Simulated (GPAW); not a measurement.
The system is Mg3TiO4.

```
Ti Mg O
1.0
     4.31366    0.00000    0.00000
     0.00000    4.31366    0.00000
     0.00000    0.00000    4.31366
Ti Mg O
1 3 4
Direct
  0.00000 0.00000 0.00000
  0.50000 0.50000 0.00000
  0.50000 0.00000 0.50000
  0.00000 0.50000 0.50000
  0.00000 0.50000 0.00000
  0.00000 0.00000 0.50000
  0.50000 0.50000 0.50000
  0.50000 0.00000 0.00000
```

The cell comes from a database or a generator and needn't be the stable form of this composition.

* Program: GPAW 26.7.0
* Task: relaxation of cell and atoms
* Functional: PBEsol
* Potentials or basis: PAW data sets generated in the run's folder for this functional
* Cutoff: 800 eV
* Basis: pw
* k mesh: 5 × 5 × 5
* Occupations: fermi-dirac, width 0.05 eV
* Spin: no spin polarisation

At the start: pressure -7.5 GPa; volume 10.03 Å³/atom.

Q: Where does the relaxation end?

A: Over 4 steps the energy falls by 12.4 meV/atom and the volume is 9.53 Å³/atom (-5.0 %); space group Pm-3m (No. 221, to 0.05 Å).

The path:
```
step  energy change (eV)  largest force (eV/Å)  pressure (GPa)  volume (Å³)
   1              0.0000                0.0000           -7.47        80.27
   2             -0.0090                0.0000           -7.17        80.07
   3             -0.0973                0.0000            0.92        75.80
   4             -0.0989                0.0000           -0.11        76.25
```

Final structure:
```
Ti Mg O
1.0
     4.24044    0.00000    0.00000
     0.00000    4.24044    0.00000
     0.00000    0.00000    4.24044
Ti Mg O
1 3 4
Direct
  0.00000 0.00000 0.00000
  0.50000 0.50000 0.00000
  0.50000 0.00000 0.50000
  0.00000 0.50000 0.50000
  0.00000 0.50000 0.00000
  0.00000 0.00000 0.50000
  0.50000 0.50000 0.50000
  0.50000 0.00000 0.00000
```

Caveat: later steps reuse the first step's grids.
